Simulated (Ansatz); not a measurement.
**TePd: properties at the relaxed cell**

One table from this session's results is given with a row withheld; the runs are named, their logs left out.

Computed with Ansatz 0.2.0 (DFT PBEsol, scalar-relativistic, plane waves, PAW, unless a step's input says otherwise).

1 further run of the same task is left out (set aside as unsound or not needed).

## The structure to begin with

The structure is hexagonal, space group P6_3/mmc (No. 194). Conventional cell: a = 4.157 Å, b = 4.157 Å, c = 5.618 Å, α = 90.00°, β = 90.00°, γ = 120.00°. Te (site symmetry -6m2) is surrounded by 6 Pd at 2.78 Å. Around Pd (site symmetry -3m) lie 6 Te at 2.78 Å and 2 Pd at 2.81 Å.

As a file:

```cif
data_structure
_symmetry_space_group_name_H-M 'P 1'
_symmetry_Int_Tables_number 1
_cell_length_a 4.1570
_cell_length_b 4.1570
_cell_length_c 5.6180
_cell_angle_alpha 90.000
_cell_angle_beta 90.000
_cell_angle_gamma 120.000
_cell_volume 84.07
loop_
_atom_site_label
_atom_site_type_symbol
_atom_site_fract_x
_atom_site_fract_y
_atom_site_fract_z
_atom_site_occupancy
Te1 Te 0.33333 0.66667 0.25000 1
Te2 Te 0.66667 0.33333 0.75000 1
Pd1 Pd 0.00000 0.00000 0.00000 1
Pd2 Pd 0.00000 0.00000 0.50000 1
```

It is the result of an earlier relaxation at this level (volume 21.02 Å³/atom; gap on the mesh: none (metal)).

The first run:

input.yaml

```yaml
crystal:
  lattice:
    - [4.1569631837, 0.0, 0.0]
    - [-2.0784815919, 3.6000357197, 0.0]
    - [0.0, 0.0, 5.617953865]
  atoms:
    - { symbol: Te, position: [0.3333333333, 0.6666666667, 0.25] }
    - { symbol: Te, position: [0.6666666667, 0.3333333333, 0.75] }
    - { symbol: Pd, position: [0.0, 0.0, 0.0] }
    - { symbol: Pd, position: [0.0, 0.0, 0.5] }
basis:
  ecutwfc: 420
kpoints:
  mp_grid: { grid: [12, 12, 8] }
  band_path:
    path:
      - [[0.0, 0.0, 0.0], [0.5, 0.0, 0.0], [0.33333333, 0.33333333, 0.0], [0.0, 0.0, 0.0], [0.0, 0.0, 0.5], [0.5, 0.0, 0.5], [0.33333333, 0.33333333, 0.5], [0.0, 0.0, 0.5]]
      - [[0.5, 0.0, 0.5], [0.5, 0.0, 0.0]]
      - [[0.33333333, 0.33333333, 0.5], [0.33333333, 0.33333333, 0.0]]
    npoints: 14
hamiltonian:
  xc: pbesol
scf:
  occupations: { method: gaussian, width: 0.1 }
  n_extra_bands: 10
output:
  forces: true
  stress: true
  eigenvalues: true
  populations: true
  dos: { projected: true, de: 0.02, nscf_kmesh: { grid: [18, 18, 12] } }
  bader: true
  write_density: true
  write_potential: true
  elf: true
  volumetric_format: npy
```

The run is started by

```sh
ansatz run input.yaml --threads 1 --pin off --max-ram 2560MiB --backend cpu --events-out ev --progress --plain --runs-dir out
```

Among the steps run: Bands, states and charges; The cell as listed, for comparison; Volume × 0.97; Volume × 1.03; Volume × 0.94; The cell scaled to 1.06 of its volume; Point at V/V0 = 0.91; Point at V/V0 = 1.10; Point at V/V0 = 0.88.

One table of the session follows, with a row left open; its other results are not shown here.

It belongs to the step «Fit of the equation of state». 

```
volume (Å³/atom)  energy above the lowest point (meV/atom)  pressure (GPa)
          18.496                                     142.6           20.59
          19.127                                      75.1           13.96
          19.757                                         ?               ?
          20.388                                       7.4            3.85
          21.018                                       0.0            0.02
          21.649                                       6.4           -3.17
          22.280                                      24.2           -5.82
          23.120                                      62.5           -8.66
```

Estimate the missing values for volume (Å³/atom) = 19.757.

Worked estimate for «energy above the lowest point (meV/atom)». A straight line through the neighbours (19.127, 75.1) and (20.388, 7.4) gives 75.1 + (7.4 − 75.1) × (19.757 − 19.127) / (20.388 − 19.127) = 41.3; a parabola fitted to 4 rows on both sides gives 31.3.

The run gave: energy above the lowest point (meV/atom): 31.3; pressure (GPa): 8.45. In «energy above the lowest point (meV/atom)» the line misses by +10.0 and the parabola by 0.0.
